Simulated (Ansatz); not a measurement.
**AlGe₃H₉: small, medium and large basis sets**

The task here is to estimate one member of a computed series from the others.

The runs use Ansatz 0.2.0, Gaussian basis; one geometry, several basis sets.

Levels to be run: PBE0-D4/def2-SVP; ωB97M-V/def2-SVP; PBE0-D4/def2-QZVPP; ωB97M-V/def2-QZVPP; the functionals' def2-TZVPP values are taken from earlier runs.

## Structure used throughout

All runs share one geometry, relaxed beforehand with PBE0-D4 in a triple-zeta def2 set.

SMILES `[GeH3][Al]([GeH3])[GeH3]`, 13 atoms, charge 0, spin multiplicity 1.

Atoms are counted from 1 here; the program's logs count them from 0.

Bond lengths: Ge1–Al2 2.481 Å, Ge1–H5 1.544 Å, Ge1–H6 1.541 Å, Ge1–H7 1.541 Å, Al2–Ge3 2.481 Å, Al2–Ge4 2.481 Å, Ge3–H8 1.541 Å, Ge3–H9 1.541 Å, Ge3–H10 1.544 Å, Ge4–H11 1.541 Å, Ge4–H12 1.544 Å, Ge4–H13 1.541 Å. Angles: Al2–Ge1–H5 109.6°, Al2–Ge1–H6 113.3°, Al2–Ge1–H7 112.8°, H5–Ge1–H6 106.7°, H5–Ge1–H7 106.5°, H6–Ge1–H7 107.5°, Ge1–Al2–Ge3 120.5°, Ge1–Al2–Ge4 119.7°, Ge3–Al2–Ge4 119.8°, Al2–Ge3–H8 112.9°, Al2–Ge3–H9 113.3°, Al2–Ge3–H10 109.6°, H8–Ge3–H9 107.5°, H8–Ge3–H10 106.5°, H9–Ge3–H10 106.7°, Al2–Ge4–H11 113.1°, Al2–Ge4–H12 109.6°, Al2–Ge4–H13 113.1° and more.

Set-up of the first run:

in.yaml reads:

```yaml
crystal:
  periodic: [false, false, false]
  atoms:
    - {symbol: Ge, position_ang: [-1.213344, 1.971262, -0.893515]}
    - {symbol: Al, position_ang: [-0.014949, 0.002737, 0.024273]}
    - {symbol: Ge, position_ang: [1.796910, 0.298121, 1.692638]}
    - {symbol: Ge, position_ang: [-0.594591, -2.273341, -0.774503]}
    - {symbol: H, position_ang: [-0.497254, 2.463253, -2.170248]}
    - {symbol: H, position_ang: [-1.257291, 3.166526, 0.078086]}
    - {symbol: H, position_ang: [-2.665367, 1.651773, -1.300383]}
    - {symbol: H, position_ang: [1.945227, -0.910716, 2.637395]}
    - {symbol: H, position_ang: [1.618113, 1.552200, 2.570116]}
    - {symbol: H, position_ang: [3.149540, 0.455663, 0.964280]}
    - {symbol: H, position_ang: [-1.150724, -2.286097, -2.211853]}
    - {symbol: H, position_ang: [-1.692595, -2.875634, 0.129088]}
    - {symbol: H, position_ang: [0.596725, -3.250250, -0.730571]}
basis:
  gaussian: {orbitals: def2-SVP}
hamiltonian: {xc: pbe0, dispersion: d4}
output: {orbitals: {seedname: orbitals}}
```

Command:

```sh
> ansatz run in.yaml --threads 2 --pin off --events-out ev --progress --plain --max-ram 20480MiB --backend cpu
```

Steps of the session up to this table: PBE0-D4 in def2-SVP; ωB97M-V in def2-SVP; PBE0-D4 in def2-QZVPP; ωB97M-V in def2-QZVPP.

One of the session's tables, all rows but one given; the rest of the session is left out.

It belongs to the step «Density functionals: the series». 

| functional | basis | HOMO (eV) | LUMO (eV) |
| --- | --- | --- | --- |
| PBE0-D4 | def2-SVP | ? | ? |
| PBE0-D4 | def2-TZVPP | -7.32 | -2.57 |
| PBE0-D4 | def2-QZVPP | -7.32 | -2.56 |
| ωB97M-V | def2-SVP | -9.23 | -0.89 |
| ωB97M-V | def2-TZVPP | -9.25 | -0.92 |
| ωB97M-V | def2-QZVPP | -9.25 | -0.94 |

Q: Estimate the row for PBE0-D4, def2-SVP from the others.

As computed: HOMO (eV): -7.34; LUMO (eV): -2.58. In the column «HOMO (eV)» it lies between ωB97M-V, def2-SVP (-9.23) and PBE0-D4, def2-TZVPP (-7.32).
